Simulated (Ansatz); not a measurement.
# CuHO: the cost of one run

Computed with Ansatz 0.2.0, Gaussian basis. Level: def2-QZVPP, core rule «outside noble gas», up to 10 orbitals frozen.

To be run: UHF; ROHF; CCSD(T) on UHF.

2 further runs of the same task are left out: 2 set aside as unsound or not needed. Runs told in other sessions of the task aren't counted.

### 1 What is computed

The geometry is a PBE0/def2-TZVP stationary point (not a proven minimum).

3 atoms, charge 0, spin multiplicity 3.

Atoms are counted from 1 here; the program's logs count them from 0.

Bond lengths: Cu1–O2 1.785 Å, O2–H3 0.962 Å. Angles: Cu1–O2–H3 117.6°.

### 2 UHF

Contents of in.yaml:

```yaml
crystal:
  periodic: [false, false, false]
  atoms:
    - {symbol: Cu, position_ang: [0.000000, 0.015109, 0.382355]}
    - {symbol: O, position_ang: [0.000000, -0.105079, -1.398874]}
    - {symbol: H, position_ang: [0.000000, 0.715425, -1.900920]}
basis:
  gaussian: {orbitals: "def2-QZVPP.json"}
magnetization: {spin_polarized: true, initial_magnetization: 2}
hamiltonian: {xc: hf}
output: {orbitals: {seedname: orbitals}}
```

Command:

```
ansatz run in.yaml --threads 1 --pin off --events-out ev --progress --plain --max-ram 4096MiB --backend cpu
```

What time and memory should one allow on 1 thread of AMD EPYC 7R13, shared host?

About 35 s, with a peak of 0.55 GiB.
